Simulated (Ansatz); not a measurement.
# Mg: the crystal squeezed far

An exercise on one series of results from a longer session: the logs are not shown, and one member is left open.

Program: Ansatz 0.2.0. Level of theory: DFT, PBE, PAW with Ansatz's default frozen-core files, scalar-relativistic. These are calculated values, not measurements.

## The starting structure

Symmetry: P6_3/mmc, No. 194, hexagonal system. Conventional cell: a = 4.210 Å, b = 4.210 Å, c = 5.978 Å, α = 90.00°, β = 90.00°, γ = 120.00°. Mg (site symmetry -3m) is surrounded by 8 Mg at 2.85 to 2.99 Å. Around Mg (site symmetry -6m2) lie 6 Mg at 2.85 Å.

Coordinates:

```
Mg
1.0
     4.20972    0.00000    0.00000
    -2.10486    3.64572    0.00000
     0.00000    0.00000    5.97780
Mg
4
Cartesian
  0.0000 0.0000 0.0000
  0.0000 0.0000 2.9889
  0.0000 2.4305 1.4944
  2.1049 1.2152 4.4833
```

Whether this phase is the stable one at these pressures isn't tested.

Atoms are numbered in the order of the input: Mg1, Mg2, Mg3, Mg4.

The first run:

The input, input.yaml:

```yaml
crystal:
  lattice:
    - [4.2097169729, 0.0, 0.0]
    - [-2.1048584865, 3.6457218413, 0.0]
    - [0.0, 0.0, 5.9777981016]
  atoms:
    - { symbol: Mg, position: [0.0, 0.0, 0.0] }
    - { symbol: Mg, position: [0.0, 0.0, 0.5] }
    - { symbol: Mg, position: [0.3333333333, 0.6666666667, 0.25] }
    - { symbol: Mg, position: [0.6666666667, 0.3333333333, 0.75] }
kpoints:
  mp_grid: { grid: [8, 8, 5] }
scf:
  occupations: { method: fermi_dirac, width: 0.05 }
hamiltonian:
  xc: pbe
  pseudopotentials: { kind: paw }
output:
  forces: true
  stress: true
  write_density: true
  write_potential: true
  elf: true
  volumetric_format: npy
relax:
  f_tol: 0.005
  max_steps: 40
  cell: {}
```

Launch:

```
$ ansatz run input.yaml --threads 1 --pin off --max-ram 3072MiB --backend cpu --events-out ev --progress --plain --runs-dir out
```

Among the steps run: Cell relaxed at zero pressure, PAW; Volume scaled by 1, PAW; Shape and atoms relaxed at 0.92 of the volume, PAW; Volume scaled by 0.92, PAW; Volume scaled by 0.92, PAW (partial_waves polarizable); Shape and atoms relaxed at 0.84 of the volume, PAW; Volume scaled by 0.84, PAW; Shape and atoms relaxed at 0.52 of the volume, PAW; Volume scaled by 0.52, PAW; Shape and atoms relaxed at 0.45 of the volume, PAW; Volume scaled by 0.45, PAW; Volume scaled by 0.45, PAW (partial_waves polarizable).

One table of the session follows, with a row left open; its other results are not shown here.

| method | volume over the first | volume (Å³/atom) | pressure (GPa) |
| --- | --- | --- | --- |
| PAW | 1 | 28.125 | -0.01 |
| PAW | 0.92 | 25.875 | 2.39 |
| PAW | 0.84 | 23.625 | 5.09 |
| PAW | 0.52 | ? | ? |
| PAW | 0.45 | 12.656 | 67.87 |
| PAW (partial_waves polarizable) | 0.92 | 25.875 | 2.39 |
| PAW (partial_waves polarizable) | 0.45 | 12.656 | 67.87 |

Estimate the missing values for PAW, 0.52.

The run gave: volume (Å³/atom): 14.625; pressure (GPa): 39.09. In the column «volume (Å³/atom)» it lies between PAW (partial_waves polarizable), 0.45 (12.656) and PAW, 0.84 (23.625).
